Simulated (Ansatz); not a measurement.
**Al8P8 wurtzite off sphere (Al₈P₈H₂₂): the relaxed shape and its frontier levels**

What does Al8P8 wurtzite off sphere (Al₈P₈H₂₂) look like as a singlet, and where do its frontier electrons sit?

The runs use Ansatz 0.2.0, Gaussian basis; RKS PBE0-D4/def2-TZVP.

Plan: relaxation at r2SCAN-D4/def2-SVP; a single point at PBE0-D4/def2-TZVP.

1 further run of the same task is left out (set aside as unsound or not needed). Runs told in other sessions of the task aren't counted.

### Step 1. Where the work starts

38 atoms, charge 0, spin multiplicity 1.

Atoms are counted from 1 here; the program's logs count them from 0.

Bond lengths: Al1–P2 2.446 Å, Al1–P3 2.407 Å, Al1–H17 1.549 Å, Al1–H18 1.554 Å, P2–Al5 2.417 Å, P2–H19 1.386 Å, P2–H20 1.386 Å, P3–Al4 2.408 Å, P3–Al11 2.405 Å, P3–H21 1.398 Å, Al4–P6 2.450 Å, Al4–P7 2.408 Å, Al4–H22 1.543 Å, Al5–P6 2.397 Å, Al5–P12 2.393 Å, Al5–H23 1.537 Å, P6–Al9 2.397 Å, P6–H24 1.397 Å and more. Angles: P2–Al1–P3 91.9°, P2–Al1–H17 107.7°, P2–Al1–H18 105.5°, P3–Al1–H17 113.3°, P3–Al1–H18 110.6°, H17–Al1–H18 122.8°, Al1–P2–Al5 128.6°, Al1–P2–H19 110.7°, Al1–P2–H20 108.4°, Al5–P2–H19 104.9°, Al5–P2–H20 104.6°, H19–P2–H20 94.2°, Al1–P3–Al4 116.5°, Al1–P3–Al11 110.6°, Al1–P3–H21 109.9°, Al4–P3–Al11 113.3°, Al4–P3–H21 104.1°, Al11–P3–H21 101.2° and more.

The start is a GFN2-xTB geometry.

### Step 2. Relaxation at r2SCAN-D4/def2-SVP

in.yaml

```yaml
crystal:
  periodic: [false, false, false]
  atoms:
    - {symbol: Al, position_ang: [0.501610, -4.420120, -1.473290]}
    - {symbol: P, position_ang: [0.506390, -4.075540, 0.948430]}
    - {symbol: P, position_ang: [0.449020, -2.050820, -1.892060]}
    - {symbol: Al, position_ang: [-1.509590, -0.869610, -1.139200]}
    - {symbol: Al, position_ang: [0.600430, -1.995430, 2.175640]}
    - {symbol: P, position_ang: [-1.208570, -0.698630, 1.286380]}
    - {symbol: P, position_ang: [-1.549210, 1.418910, -1.887690]}
    - {symbol: Al, position_ang: [-3.574370, 2.650200, -1.468180]}
    - {symbol: Al, position_ang: [-1.425750, 1.515070, 2.180600]}
    - {symbol: P, position_ang: [-3.273860, 2.476980, 0.954200]}
    - {symbol: Al, position_ang: [2.506910, -1.023080, -1.189190]}
    - {symbol: P, position_ang: [2.382320, -0.734140, 1.196360]}
    - {symbol: P, position_ang: [2.221510, 1.284640, -1.898070]}
    - {symbol: Al, position_ang: [0.370080, 2.685770, -1.182530]}
    - {symbol: Al, position_ang: [2.657190, 1.529710, 2.028430]}
    - {symbol: P, position_ang: [0.557160, 2.427760, 1.202180]}
    - {symbol: H, position_ang: [-0.820250, -5.137850, -1.844630]}
    - {symbol: H, position_ang: [1.900910, -5.004890, -1.813090]}
    - {symbol: H, position_ang: [-0.513550, -4.797420, 1.547100]}
    - {symbol: H, position_ang: [1.515220, -4.851290, 1.497590]}
    - {symbol: H, position_ang: [0.482850, -1.810320, -3.268490]}
    - {symbol: H, position_ang: [-2.835120, -1.633190, -1.342920]}
    - {symbol: H, position_ang: [0.602360, -2.290840, 3.683930]}
    - {symbol: H, position_ang: [-2.379270, -1.372470, 1.643270]}
    - {symbol: H, position_ang: [-1.322290, 1.328950, -3.264140]}
    - {symbol: H, position_ang: [-4.858380, 1.866760, -1.840830]}
    - {symbol: H, position_ang: [-3.379880, 4.154320, -1.808010]}
    - {symbol: H, position_ang: [-1.681190, 1.662390, 3.688840]}
    - {symbol: H, position_ang: [-4.407750, 1.949610, 1.551460]}
    - {symbol: H, position_ang: [-3.445050, 3.736680, 1.506960]}
    - {symbol: H, position_ang: [3.840190, -1.621400, -1.664860]}
    - {symbol: H, position_ang: [3.558770, -1.381510, 1.573470]}
    - {symbol: H, position_ang: [2.688300, 1.555730, -3.174470]}
    - {symbol: H, position_ang: [3.279460, 1.893120, -1.236280]}
    - {symbol: H, position_ang: [0.516380, 4.140750, -1.657690]}
    - {symbol: H, position_ang: [2.644900, 1.521220, 3.578890]}
    - {symbol: H, position_ang: [3.815330, 2.199770, 1.221900]}
    - {symbol: H, position_ang: [0.586810, 3.770210, 1.579990]}
basis:
  gaussian: {orbitals: def2-SVP}
hamiltonian: {xc: r2scan, dispersion: d4}
scf: {lower_state_search: "off"}
output: {orbitals: {seedname: orbitals}}
relax: {f_tol: 0.03, max_steps: 70}
```

Run with:

```sh
> ansatz run in.yaml --threads 2 --pin off --events-out ev --progress --plain --max-ram 32768MiB --backend cuda --devices 0, --max-vram 18GiB
```

After this run come: Single point, PBE0-D4/def2-TZVP.

**Question.** What will the summary of the whole plan be? Wanted: point group; commonest bond, hydrogen aside; HOMO, LUMO at PBE0-D4/def2-TZVP; dipole at r2SCAN-D4/def2-SVP.

**Answer**, as computed:

| quantity | value |
| --- | --- |
| point group | Cs |
| commonest bond, hydrogen aside | Al–P, 21 of mean length 2.413 Å |
| HOMO, LUMO at PBE0-D4/def2-TZVP | -7.37, -1.61 eV |
| dipole at r2SCAN-D4/def2-SVP | 0.23 D |

In words: The molecule keeps its bonding pattern by the stored test; the atoms moved 0.19 Å (rms). No usable vibrations, so a minimum isn't proven. Whether this spin is the lowest isn't tested here. The point group is read from a loosely relaxed geometry; soft torsions can leave it below the true symmetry.
